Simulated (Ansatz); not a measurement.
# CH₆FNOSi: small, medium and large basis sets

Aim: see how fast density functionals converge with the basis set for CH₆FNOSi.

The runs use Ansatz 0.2.0, Gaussian basis; one geometry, several basis sets.

The runs, in order: PBE0-D4/def2-SVP; ωB97M-V/def2-SVP; PBE0-D4/def2-QZVPP; ωB97M-V/def2-QZVPP; the functionals' def2-TZVPP values are taken from earlier runs.

## Step 1: The relaxed structure

The geometry comes from an earlier relaxation with PBE0-D4 in a triple-zeta def2 set; it is a stationary point, not always the lowest conformer.

SMILES `NC(O)[SiH2]F`, 11 atoms, charge 0, spin multiplicity 1.

Atoms are counted from 1 here; the program's logs count them from 0.

Bond lengths: N1–C2 1.448 Å, N1–H6 1.013 Å, N1–H7 1.010 Å, C2–O3 1.412 Å, C2–Si4 1.895 Å, C2–H8 1.102 Å, O3–H9 0.965 Å, Si4–F5 1.606 Å, Si4–H10 1.481 Å, Si4–H11 1.487 Å. Angles: C2–N1–H6 113.0°, C2–N1–H7 112.8°, H6–N1–H7 109.4°, N1–C2–O3 110.2°, N1–C2–Si4 113.2°, N1–C2–H8 106.5°, O3–C2–Si4 107.1°, O3–C2–H8 110.6°, Si4–C2–H8 109.3°, C2–O3–H9 106.1°, C2–Si4–F5 106.6°, C2–Si4–H10 114.2°, C2–Si4–H11 109.1°, F5–Si4–H10 108.2°, F5–Si4–H11 107.1°, H10–Si4–H11 111.2°.

## Step 2: PBE0-D4 in def2-SVP

The input, in.yaml:

```yaml
crystal:
  periodic: [false, false, false]
  atoms:
    - {symbol: N, position_ang: [-0.240407, 1.442925, -0.209178]}
    - {symbol: C, position_ang: [-0.279121, 0.036846, -0.552188]}
    - {symbol: O, position_ang: [0.619159, -0.231255, -1.608487]}
    - {symbol: Si, position_ang: [0.200955, -1.096893, 0.888227]}
    - {symbol: F, position_ang: [1.424345, -0.383878, 1.646941]}
    - {symbol: H, position_ang: [0.504117, 1.672759, 0.437407]}
    - {symbol: H, position_ang: [-1.119213, 1.780002, 0.156856]}
    - {symbol: H, position_ang: [-1.314728, -0.182576, -0.858388]}
    - {symbol: H, position_ang: [0.561200, 0.523214, -2.207369]}
    - {symbol: H, position_ang: [0.638883, -2.450691, 0.475934]}
    - {symbol: H, position_ang: [-0.929790, -1.167453, 1.850844]}
basis:
  gaussian: {orbitals: def2-SVP}
hamiltonian: {xc: pbe0, dispersion: d4}
output: {orbitals: {seedname: orbitals}}
```

The run is started by

```bash
ansatz run in.yaml --threads 4 --pin off --events-out ev --progress --plain --max-ram 10444MiB
```

The runs that follow: ωB97M-V in def2-SVP; PBE0-D4 in def2-QZVPP; ωB97M-V in def2-QZVPP.

**Question.** What will the summary of the whole plan be? Wanted: PBE0-D4: double and triple zeta above quadruple; ωB97M-V: double and triple zeta above quadruple.

The runs gave:

```
                                       quantity           value
PBE0-D4: double and triple zeta above quadruple  12.62, 0.71 eV
ωB97M-V: double and triple zeta above quadruple  12.84, 0.67 eV
```

In words: PBE0-D4 gains 11.91 eV from double to triple zeta, then 0.71 eV more. Total energies overstate the basis error of differences, where much of it tends to cancel. The LUMO of ωB97M-V is positive and keeps falling with the basis (2.57 to 1.28 eV): an unbound level that the basis holds in place.
